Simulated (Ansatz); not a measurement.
**CH₆ClFGeOSi: basis-set convergence**

An exercise on one series of results from a longer session: the logs are not shown, and one member is left open.

Computed with Ansatz 0.2.0, Gaussian basis. Level: one geometry, several basis sets.

Plan: PBE0-D4/def2-SVP; ωB97M-V/def2-SVP; PBE0-D4/def2-QZVPP; ωB97M-V/def2-QZVPP; the functionals' def2-TZVPP values are taken from earlier runs.

## Structure used throughout

All runs share one geometry, relaxed beforehand with PBE0-D4 in a triple-zeta def2 set.

SMILES `CO[Si](F)(Cl)[GeH3]`, 12 atoms, charge 0, spin multiplicity 1.

Atoms are counted from 1 here; the program's logs count them from 0.

Bond lengths: C1–O2 1.415 Å, C1–H7 1.093 Å, C1–H8 1.095 Å, C1–H9 1.090 Å, O2–Si3 1.620 Å, Si3–F4 1.595 Å, Si3–Cl5 2.036 Å, Si3–Ge6 2.374 Å, Ge6–H10 1.534 Å, Ge6–H11 1.535 Å, Ge6–H12 1.538 Å. Angles: O2–C1–H7 110.9°, O2–C1–H8 111.5°, O2–C1–H9 107.8°, H7–C1–H8 108.9°, H7–C1–H9 109.0°, H8–C1–H9 108.6°, C1–O2–Si3 125.5°, O2–Si3–F4 109.3°, O2–Si3–Cl5 106.1°, O2–Si3–Ge6 114.2°, F4–Si3–Cl5 107.8°, F4–Si3–Ge6 108.3°, Cl5–Si3–Ge6 111.0°, Si3–Ge6–H10 110.0°, Si3–Ge6–H11 109.5°, Si3–Ge6–H12 110.2°, H10–Ge6–H11 109.5°, H10–Ge6–H12 108.9° and more.

The first run:

The input, in.yaml:

```yaml
crystal:
  periodic: [false, false, false]
  atoms:
    - {symbol: C, position_ang: [-1.824079, -0.581936, 0.717102]}
    - {symbol: O, position_ang: [-1.208121, 0.661971, 0.440624]}
    - {symbol: Si, position_ang: [0.387540, 0.941772, 0.437486]}
    - {symbol: F, position_ang: [0.992096, 0.567556, 1.865589]}
    - {symbol: Cl, position_ang: [0.609236, 2.948478, 0.176011]}
    - {symbol: Ge, position_ang: [1.584625, -0.268072, -1.217126]}
    - {symbol: H, position_ang: [-1.674052, -0.867836, 1.761455]}
    - {symbol: H, position_ang: [-1.433875, -1.375791, 0.071567]}
    - {symbol: H, position_ang: [-2.892090, -0.473316, 0.528883]}
    - {symbol: H, position_ang: [3.088237, 0.003094, -1.078682]}
    - {symbol: H, position_ang: [1.113064, 0.165964, -2.611715]}
    - {symbol: H, position_ang: [1.334521, -1.777085, -1.057194]}
basis:
  gaussian: {orbitals: def2-SVP}
hamiltonian: {xc: pbe0, dispersion: d4}
output: {orbitals: {seedname: orbitals}}
```

On the command line:

```bash
> ansatz run in.yaml --threads 4 --pin off --events-out ev --progress --plain --max-ram 11315MiB
```

Among the steps run: PBE0-D4 in def2-SVP; ωB97M-V in def2-SVP; PBE0-D4 in def2-QZVPP; ωB97M-V in def2-QZVPP.

One of the session's tables, all rows but one given; the rest of the session is left out.

It belongs to the step «Functionals by basis». 

| functional | basis | HOMO (eV) | LUMO (eV) |
| --- | --- | --- | --- |
| PBE0-D4 | def2-SVP | -8.20 | 0.29 |
| PBE0-D4 | def2-TZVPP | -8.27 | 0.08 |
| PBE0-D4 | def2-QZVPP | -8.29 | -0.02 |
| ωB97M-V | def2-SVP | -10.26 | 2.18 |
| ωB97M-V | def2-TZVPP | ? | ? |
| ωB97M-V | def2-QZVPP | -10.38 | 1.48 |

**Question.** Estimate the row for ωB97M-V, def2-TZVPP.

As computed: HOMO (eV): -10.36; LUMO (eV): 1.91. In the column «HOMO (eV)» it lies between ωB97M-V, def2-QZVPP (-10.38) and ωB97M-V, def2-SVP (-10.26).
